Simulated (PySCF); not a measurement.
# CH₆BN₃O: NMR shifts at several levels of theory, part 1 of 2

How much do the NMR shifts of CH₆BN₃O (`NB(N)NC=O`) depend on the level of theory, and what does each level cost?

Computed with PySCF 2.14.0, with density-fitted response routines of our own, on a single molecule in the gas phase. Atoms count from 0, in the outputs and in this text.

## (1) The starting structure

12 atoms, charge 0, multiplicity 1; geometry from: GFN2-xTB.

Bonds of the start (Å): N0–B1 1.41, B1–N2 1.39, B1–N3 1.47, N3–C4 1.35, C4–O5 1.21, N0–H6 1.00, N0–H7 1.00, N2–H8 1.00, N2–H9 1.01, N3–H10 1.01, C4–H11 1.11.

## (2) Relaxing the molecule at PBE0-D3(BJ)/def2-SVP

The job: settings as JSON, then the geometry in Å.

```
{"job": {"xc": "PBE0", "basis": "def2-SVP", "d3": "d3bj", "grid": 1, "kind": "geom"}, "charge": 0, "multiplicity": 1}
N     -1.350800    -1.154940    -0.663140
B     -0.529780    -0.154870    -0.108190
N     -1.029730     1.004000     0.479510
N      0.925870    -0.363710    -0.163440
C      1.876970     0.459820     0.314220
O      1.698630     1.514820     0.877300
H     -1.004520    -1.994810    -1.086990
H     -2.350810    -1.088790    -0.675500
H     -2.002500     1.230590     0.566320
H     -0.394620     1.681650     0.865980
H      1.259420    -1.208500    -0.600890
H      2.904260     0.073380     0.142750
```

Launch:

```console
$ OMP_NUM_THREADS=1 python probes_run.py task.json out
```

This one command runs all jobs of the session in turn.

The log of the run:

```text
step   0  E = -305.62184146  max force = 0.010368
step   1  E = -305.62238957  max force = 0.005770
step   2  E = -305.62184300  max force = 0.012104
step   3  E = -305.62254232  max force = 0.003448
step   4  E = -305.62263183  max force = 0.001706
step   5  E = -305.62259488  max force = 0.002684
step   6  E = -305.62263893  max force = 0.001451
step   7  E = -305.62265092  max force = 0.000302
optimisation converged
```

Wall time 40 s (1 thread of Arm Neoverse V1, shared host); peak memory 0.45 GiB.

Step by step: (the energy doesn't fall at every step)

```tsv
step	energy from step 0 (eV)	largest force component (eV/Å)
0	0.0000	0.5331
1	-0.0149	0.2967
2	0.0000	0.6224
3	-0.0191	0.1773
4	-0.0215	0.0877
5	-0.0205	0.1380
6	-0.0217	0.0746
7	-0.0220	0.0155
```

Close pairs (by a distance rule), those that changed most:

```tsv
bond	before (Å)	after (Å)	change (Å)
N3–C4	1.346	1.359	+0.013
B1–N2	1.392	1.405	+0.013
N0–B1	1.408	1.420	+0.012
N2–H9	1.006	1.014	+0.008
C4–H11	1.111	1.118	+0.007
N0–H7	1.002	1.009	+0.007
N0–H6	1.002	1.009	+0.006
B1–N3	1.472	1.477	+0.006
```

The final coordinates are the input of the step that follows.

```tsv
at the end point	value
point group (found at 0.08 Å tolerance)	Cs
rotational constants (GHz, main isotopes)	7.467, 2.520, 1.884
dipole moment (D)	3.88
```

## (3) Nuclear shieldings: HF/pcSseg-2

The job: settings as JSON, then the geometry in Å.

```
{"job": {"kind": "nmr", "xc": "HF", "basis": "pcSseg-2", "pop": false}, "charge": 0, "multiplicity": 1}
N     -1.365400    -1.163285    -0.675182
B     -0.539868    -0.154121    -0.111649
N     -1.030057     1.019466     0.485565
N      0.921022    -0.366074    -0.165767
C      1.883969     0.458344     0.323541
O      1.701571     1.512365     0.894154
H     -1.013311    -2.006155    -1.102679
H     -2.372398    -1.099137    -0.685656
H     -2.008675     1.246269     0.570392
H     -0.371978     1.686911     0.871387
H      1.279871    -1.204035    -0.606641
H      2.917642     0.068092     0.150464
```

With the program's defaults for keys left out, this is: GIAO HF/pcSseg-2 NMR shielding, non-relativistic, gas phase.

The log of the run:

```text
final grid: 98832 points
cycle   1  E = -304.3669546810  dE =  1.237e+00  |g| = 7.991e-01  |ddm| = 2.340e+00
cycle   2  E = -304.4528113158  dE = -8.586e-02  |g| = 5.988e-01  |ddm| = 7.502e-01
cycle   3  E = -304.5156388768  dE = -6.283e-02  |g| = 8.225e-02  |ddm| = 3.599e-01
cycle   4  E = -304.5178265667  dE = -2.188e-03  |g| = 2.563e-02  |ddm| = 7.795e-02
cycle   5  E = -304.5180531878  dE = -2.266e-04  |g| = 8.038e-03  |ddm| = 2.755e-02
cycle   6  E = -304.5181013896  dE = -4.820e-05  |g| = 3.925e-03  |ddm| = 1.428e-02
cycle   7  E = -304.5181127793  dE = -1.139e-05  |g| = 1.386e-03  |ddm| = 8.044e-03
cycle   8  E = -304.5181141997  dE = -1.420e-06  |g| = 3.993e-04  |ddm| = 3.071e-03
cycle   9  E = -304.5181142820  dE = -8.236e-08  |g| = 1.153e-04  |ddm| = 5.765e-04
cycle  10  E = -304.5181142890  dE = -7.001e-09  |g| = 3.544e-05  |ddm| = 1.688e-04
cycle  11  E = -304.5181142897  dE = -6.760e-10  |g| = 1.307e-05  |ddm| = 4.425e-05
converged SCF energy = -304.5181142897

GIAO shielding tensors (ppm)
atom      isotropic    diamagn.    paramagn.     s11        s22        s33       span
  0 N      228.172     317.735     -89.563    201.909    218.195    264.413     62.503
  1 B       89.466     192.740    -103.275     60.483     97.644    110.269     49.786
  2 N      219.516     319.190     -99.673    179.875    228.007    250.666     70.791
  3 N      137.020     326.053    -189.033     16.285    180.141    214.635    198.349
  4 C       16.139     243.968    -227.829    -88.847     33.382    103.881    192.728
  5 O      -85.596     398.203    -483.799   -390.259   -217.554    351.024    741.283
  6 H       30.271      32.146      -1.875     23.408     27.515     39.889     16.481
  7 H       30.036      30.974      -0.938     23.052     27.248     39.807     16.755
  8 H       29.725      31.734      -2.008     23.195     26.944     39.037     15.842
  9 H       26.446      32.492      -6.046     17.060     24.933     37.344     20.285
 10 H       27.332      34.489      -7.156     22.712     28.565     30.719      8.008
 11 H       23.614      26.145      -2.531     19.479     24.703     26.661      7.181
```

Wall time 25 s (1 thread of Arm Neoverse V1, shared host); peak memory 1.1 GiB.

The references, computed at this level on geometries of the same kind, shield at (ppm): ¹H TMS 31.68, ¹³C TMS 191.5, ¹⁵N NH3 260.7, ¹⁷O H2O 326.3, ¹¹B BF3·OEt2 114.5. Their shielding less the atom's gives the shift. The references are single molecules in the gas phase, so shifts against H2O, NH3, PH3, H3PO4 or CFCl3 are not on the usual liquid scales and can be off by tens of ppm. Atoms listed in one row are averaged.

```tsv
atoms	environment	σ (ppm)	δ (ppm)
C4	amide carbonyl carbon	16.1	175.3
H11	hydrogen on an amide carbonyl carbon	23.61	8.07
H10	hydrogen on an amide-type nitrogen	27.33	4.35
H6, H7, H8, H9	hydrogen on a nitrogen bonded to B	29.12	2.56
N3	amide-type nitrogen	137.0	123.7
N0, N2	nitrogen bonded to B, 2 H	223.8	36.9
B1	boron bonded to 3 N	89.5	25.0
O5	amide-type carbonyl oxygen	-85.6	411.9
```

## (4) Nuclear shieldings: LDA/pcSseg-2

Settings changed since step 3:

```diff
@@ -1,2 +1,2 @@
-{"job": {"kind": "nmr", "xc": "HF", "basis": "pcSseg-2", "pop": false}, "charge": 0, "multiplicity": 1}
+{"job": {"kind": "nmr", "xc": "LDA", "basis": "pcSseg-2", "pop": false}, "charge": 0, "multiplicity": 1}
 N     -1.365400    -1.163285    -0.675182
```

Method: GIAO LDA/pcSseg-2 NMR shielding, non-relativistic, gas phase.

The log of the run:

```text
coarse grid: 10168 points
cycle   1  E = -303.5818817312  dE =  7.989e-01  |g| = 1.086e+00  |ddm| = 2.566e+00
cycle   2  E = -301.4280174455  dE =  2.154e+00  |g| = 3.101e+00  |ddm| = 6.621e+00
cycle   3  E = -303.6815455383  dE = -2.254e+00  |g| = 7.744e-01  |ddm| = 6.508e+00
cycle   4  E = -303.8101855523  dE = -1.286e-01  |g| = 2.094e-01  |ddm| = 5.692e-01
cycle   5  E = -303.8171960131  dE = -7.010e-03  |g| = 9.128e-02  |ddm| = 1.562e-01
cycle   6  E = -303.8186361518  dE = -1.440e-03  |g| = 3.561e-02  |ddm| = 5.689e-02
cycle   7  E = -303.8189028680  dE = -2.667e-04  |g| = 7.641e-03  |ddm| = 2.158e-02
cycle   8  E = -303.8189149003  dE = -1.203e-05  |g| = 2.618e-03  |ddm| = 7.318e-03
cycle   9  E = -303.8189162904  dE = -1.390e-06  |g| = 6.143e-04  |ddm| = 1.877e-03
final grid: 98832 points
cycle  10  E = -303.8162599229  dE = -8.871e-05  |g| = 8.298e-03  |ddm| = 4.396e-02
cycle  11  E = -303.8162304714  dE =  2.945e-05  |g| = 1.469e-02  |ddm| = 1.105e-02
cycle  12  E = -303.8162725401  dE = -4.207e-05  |g| = 1.082e-03  |ddm| = 7.408e-03
cycle  13  E = -303.8162727924  dE = -2.523e-07  |g| = 4.479e-04  |ddm| = 1.014e-03
cycle  14  E = -303.8162728191  dE = -2.675e-08  |g| = 2.924e-04  |ddm| = 4.400e-04
cycle  15  E = -303.8162728356  dE = -1.645e-08  |g| = 4.036e-05  |ddm| = 1.713e-04
cycle  16  E = -303.8162728358  dE = -2.426e-10  |g| = 1.768e-05  |ddm| = 2.821e-05
converged SCF energy = -303.8162728358

GIAO shielding tensors (ppm)
atom      isotropic    diamagn.    paramagn.     s11        s22        s33       span
  0 N      210.837     317.260    -106.423    175.001    202.979    254.531     79.530
  1 B       71.847     193.474    -121.627     37.128     79.327     99.086     61.959
  2 N      197.849     318.623    -120.775    146.637    213.612    233.297     86.660
  3 N       98.418     323.490    -225.072    -41.125    152.557    183.822    224.948
  4 C        8.499     245.392    -236.894    -83.680     29.364     79.812    163.492
  5 O     -115.102     399.917    -515.019   -432.102   -217.931    304.727    736.829
  6 H       29.383      31.766      -2.383     23.623     26.687     37.838     14.215
  7 H       29.269      30.848      -1.579     23.284     26.661     37.861     14.576
  8 H       28.716      31.523      -2.807     23.280     26.225     36.642     13.362
  9 H       25.248      32.046      -6.798     16.276     24.347     35.123     18.847
 10 H       25.960      34.060      -8.100     23.276     26.814     27.790      4.513
 11 H       22.024      26.682      -4.658     17.542     22.709     25.822      8.280
```

Wall time 54 s (1 thread of Arm Neoverse V1, shared host); peak memory 0.91 GiB.

In short: δ C4 171.8, N3 168.3, N0 62.3, B1 19.1, H11 8.75, H10 4.81 ppm (means over like atoms).

## (5) NMR shieldings: PBE/pcSseg-2

Settings changed since step 4:

```diff
@@ -1,2 +1,2 @@
-{"job": {"kind": "nmr", "xc": "LDA", "basis": "pcSseg-2", "pop": false}, "charge": 0, "multiplicity": 1}
+{"job": {"kind": "nmr", "xc": "PBE", "basis": "pcSseg-2", "pop": false}, "charge": 0, "multiplicity": 1}
 N     -1.365400    -1.163285    -0.675182
```

With the program's defaults for keys left out, this is: GIAO PBE/pcSseg-2 NMR shielding, non-relativistic, gas phase.

The log of the run:

```text
coarse grid: 10168 points
cycle   1  E = -305.7195948627  dE =  8.164e-01  |g| = 1.080e+00  |ddm| = 2.331e+00
cycle   2  E = -303.4781999636  dE =  2.241e+00  |g| = 3.108e+00  |ddm| = 7.367e+00
cycle   3  E = -305.8100691391  dE = -2.332e+00  |g| = 7.871e-01  |ddm| = 7.270e+00
cycle   4  E = -305.9457695007  dE = -1.357e-01  |g| = 1.981e-01  |ddm| = 5.777e-01
cycle   5  E = -305.9519076838  dE = -6.138e-03  |g| = 9.566e-02  |ddm| = 1.623e-01
cycle   6  E = -305.9535163867  dE = -1.609e-03  |g| = 3.494e-02  |ddm| = 6.050e-02
cycle   7  E = -305.9537784889  dE = -2.621e-04  |g| = 6.876e-03  |ddm| = 2.202e-02
cycle   8  E = -305.9537883464  dE = -9.858e-06  |g| = 2.176e-03  |ddm| = 6.630e-03
final grid: 98832 points
cycle   9  E = -305.9585425596  dE = -8.196e-05  |g| = 2.127e-02  |ddm| = 5.676e-02
cycle  10  E = -305.9580059930  dE =  5.366e-04  |g| = 5.610e-02  |ddm| = 4.003e-02
cycle  11  E = -305.9586147088  dE = -6.087e-04  |g| = 9.192e-03  |ddm| = 3.478e-02
cycle  12  E = -305.9586319567  dE = -1.725e-05  |g| = 8.194e-04  |ddm| = 6.590e-03
cycle  13  E = -305.9586320934  dE = -1.366e-07  |g| = 3.631e-04  |ddm| = 7.948e-04
cycle  14  E = -305.9586321228  dE = -2.944e-08  |g| = 5.835e-05  |ddm| = 2.345e-04
cycle  15  E = -305.9586321232  dE = -4.513e-10  |g| = 3.491e-05  |ddm| = 4.735e-05
cycle  16  E = -305.9586321235  dE = -2.593e-10  |g| = 9.191e-06  |ddm| = 2.221e-05
converged SCF energy = -305.9586321235

GIAO shielding tensors (ppm)
atom      isotropic    diamagn.    paramagn.     s11        s22        s33       span
  0 N      211.127     316.483    -105.357    179.147    200.377    253.855     74.709
  1 B       74.157     193.915    -119.759     41.087     81.802     99.581     58.495
  2 N      199.321     318.085    -118.764    152.928    210.326    234.709     81.781
  3 N      103.250     322.216    -218.966    -28.489    152.600    185.640    214.129
  4 C       13.265     245.626    -232.361    -79.597     39.209     80.184    159.781
  5 O     -104.730     399.941    -504.671   -405.755   -206.990    298.555    704.310
  6 H       29.875      32.000      -2.125     24.116     27.334     38.173     14.057
  7 H       29.772      31.067      -1.295     23.799     27.324     38.193     14.394
  8 H       29.237      31.831      -2.594     23.798     26.863     37.050     13.252
  9 H       25.805      32.450      -6.645     16.927     24.913     35.575     18.648
 10 H       26.552      34.175      -7.622     23.768     27.527     28.363      4.595
 11 H       22.457      26.576      -4.120     18.117     23.044     26.209      8.092
```

Wall time 57 s (1 thread of Arm Neoverse V1, shared host); peak memory 0.89 GiB.

This run: δ C4 166.1, N3 157.8, N0 55.8, B1 18.5, H11 8.72, H10 4.63 ppm (means over like atoms).

(Continued in part 2 of 2.)
